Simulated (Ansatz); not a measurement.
The system is Te4Pt3.

```xyz
7
Lattice="1.9940 1.1512 11.7967 -1.9940 1.1512 11.7967 0.0000 -2.3025 11.7967" Properties=species:S:1:pos:R:3 pbc="T T T"
Pt    0.0000    0.0000   30.2231
Pt    0.0000    0.0000    5.1669
Pt    0.0000    0.0000    0.0000
Te    0.0000    0.0000   24.9500
Te    0.0000    0.0000   10.4401
Te    0.0000    0.0000   19.7122
Te    0.0000    0.0000   15.6778
```

Base run:

| Item | Value |
| --- | --- |
| Program | Ansatz 0.2.0 |
| Functional | LDA |
| Potentials or basis | Ansatz PAW |
| Cutoff | 420 eV (not typed: the program's choice for these potentials) |
| k mesh | 8 × 8 × 8 |
| Occupations | fermi-dirac, width 0.05 eV |
| Spin | no spin polarisation |

Its results: band gap on the k mesh none (metal or under the smearing width); pressure -3.5 GPa; largest force 0.783 eV/Å.

Task: The run is repeated on the same cell with these changes: functional from LDA to r2SCAN; cutoff from 420 eV (not typed: the program's choice for these potentials) to 500 eV (not typed: the program's choice for these potentials). What comes out?

Result: Band gap on the k mesh none (metal or under the smearing width); pressure 1.7 GPa; largest force 0.656 eV/Å.

Caveats: spin-orbit coupling is left out, which moves the levels of the heavy elements; the PAW data sets come from PBE, with cores solved anew for the run's functional, which leaves a small shift of forces and pressure.
